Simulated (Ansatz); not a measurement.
LuSb, space group Fm-3m: an all-electron equation of state, run with Ansatz 0.2.0 through its Python package.

Script `eos_lapw.py`:
```python
"""E(V) of LuSb on LAPW."""

import warnings

import ansatz as az
from ase.eos import EquationOfState
from ase.units import GPa
import numpy as np

vectors0 = np.array([
    [0.0, 3.039331, 3.039331],
    [3.039331, 0.0, 3.039331],
    [3.039331, 3.039331, 0.0],
])
sites = [
    ("Lu", [0.0, 0.0, 0.0]),
    ("Sb", [0.5, 0.5, 0.5]),
]


def on_lattice(cell):
    crystal = az.Crystal(lattice=az.Lattice.of(cell))
    for symbol, position in sites:
        crystal = crystal.atom(symbol, position)
    return crystal


def main() -> None:
    warnings.simplefilter("ignore", az.DeckWarning)

    volumes, energies = [], []
    for scale in np.linspace(0.92, 1.08, 5):
        cell = vectors0 * scale ** (1 / 3)
        base = (
            on_lattice(cell).calculation()
            .occupations("Marzari-Vanderbilt", width=50 * az.meV)
            .functional(az.Functional.PBESOL)
            .kpoints(7, 7, 7)
            .pseudopotentials("all_electron", lapw=True)
        )
        rep = base.run(threads=1).report
        volumes.append(abs(np.linalg.det(cell)) / len(sites))
        energies.append(rep["free_energy_ev"] / len(sites))
        print(f"{scale:.3f} {volumes[-1]:9.4f} A^3/atom {energies[-1]:16.5f} eV/atom  (estimated basis error {1000 * rep['lapw_basis_errors']['total_ev_per_atom']:.2f} meV/atom)")
    v0, e0, bulk = EquationOfState(volumes, energies, eos="birchmurnaghan").fit()
    print(f"V0 = {v0:.4f} A^3/atom, B0 = {bulk / GPa:.1f} GPa")


if __name__ == "__main__":
    main()
```

From its runs, with one value withheld:

| V (Å³/atom) | F less the lowest row shown (meV/atom) |
| --- | --- |
| 25.830 | 11.23 |
| 26.953 | 0.00 |
| 28.076 | ? |
| 29.199 | 32.95 |
| 30.322 | 71.01 |

What is the missing energy at 28.076 Å³ an atom?

A third-order Birch-Murnaghan fit, E = E0 + (9 V0 B0 / 16) [(t - 1)³ B' + (t - 1)² (6 - 4t)] with t = (V0/V)^(2/3), through the 4 rows shown gives V0 = 27.001 Å³, B0 = 66.4 GPa, B' = 3.53 and E0 = -0.02 meV. At V = 28.076 Å³, t = 0.97430, and the fit interpolates to 8.36 meV. The run gave 8.26 meV, a miss of 0.09 meV.

Reading the output:
- For a metal this k-point mesh is coarse: on a finer one energies can move by several to tens of meV an atom and pressures by half a GPa or more, differences at one mesh by less.
- The structure comes from a database of computed cells and needn't be a stable or known phase.
- Wall time of the script: 53 s on 1 thread of Arm Neoverse V1 (shared host), peak memory 0.44 GiB.
